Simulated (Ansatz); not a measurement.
# CH3BF2: the cost of one run

Program: Ansatz 0.2.0, Gaussian basis. Level of theory: unrestricted cation, the program's frozen cores in correlated methods. These are calculated values, not measurements.

Levels to be run: UKS PBE-D4/def2-TZVPP; UKS r2SCAN-D4/def2-TZVPP; UKS PBE0-D4/def2-TZVPP; UKS B3LYP-D4/def2-TZVPP; UKS wB97X-V/def2-TZVPP; UKS wB97M-V/def2-TZVPP; UKS B2PLYP/def2-TZVPP; UHF-CCSD(T)/def2-TZVPP; UHF-MP2/def2-QZVPP; extrapolation to the limit; then −ε(HOMO) from the neutral's earlier runs with LDA (SPW92), PBE-D4, revPBE-D4, BLYP-D4, r2SCAN-D4, B97M-V, PBE0-D4, B3LYP-D4, r2SCANh-D4, r2SCAN0-D4, HSE06-D4, BHLYP-D4, CAM-B3LYP-D4, LC-ωPBE, ωB97X-V, ωB97M-V.

### 1 The relaxed structure

All runs share one geometry, relaxed beforehand with PBE0-D4 in a triple-zeta def2 set.

SMILES `BC(F)F`, 7 atoms, charge 0, spin multiplicity 1.

Atoms are counted from 1 here; the program's logs count them from 0.

Bond lengths: B1–C2 1.576 Å, B1–H5 1.191 Å, B1–H6 1.191 Å, C2–F3 1.364 Å, C2–F4 1.364 Å, C2–H7 1.108 Å. Angles: C2–B1–H5 118.9°, C2–B1–H6 118.9°, H5–B1–H6 121.9°, B1–C2–F3 114.0°, B1–C2–F4 114.0°, B1–C2–H7 107.5°, F3–C2–F4 107.0°, F3–C2–H7 106.9°, F4–C2–H7 106.9°.

### 2 Cation, UKS PBE-D4/def2-TZVPP

Input file in.yaml:

```yaml
crystal:
  periodic: [false, false, false]
  atoms:
    - {symbol: B, position_ang: [-0.500967, 0.777922, -0.096591]}
    - {symbol: C, position_ang: [0.355868, -0.536788, 0.051122]}
    - {symbol: F, position_ang: [0.631909, -0.878343, 1.342946]}
    - {symbol: F, position_ang: [-0.201334, -1.632702, -0.540676]}
    - {symbol: H, position_ang: [-1.170119, 0.922786, -1.071200]}
    - {symbol: H, position_ang: [-0.381695, 1.638113, 0.718544]}
    - {symbol: H, position_ang: [1.327537, -0.359088, -0.449844]}
basis:
  gaussian: {orbitals: def2-TZVPP}
total_charge: 1
magnetization: {spin_polarized: true, initial_magnetization: 1}
hamiltonian: {xc: pbe, dispersion: d4}
```

On the command line:

```bash
> ansatz run in.yaml --threads 2 --pin off --events-out ev --progress --plain --max-ram 4352MiB
```

What time and memory should one allow on 2 threads of Arm Neoverse V1, shared host?

About 4.4 s, with a peak of 0.27 GiB.
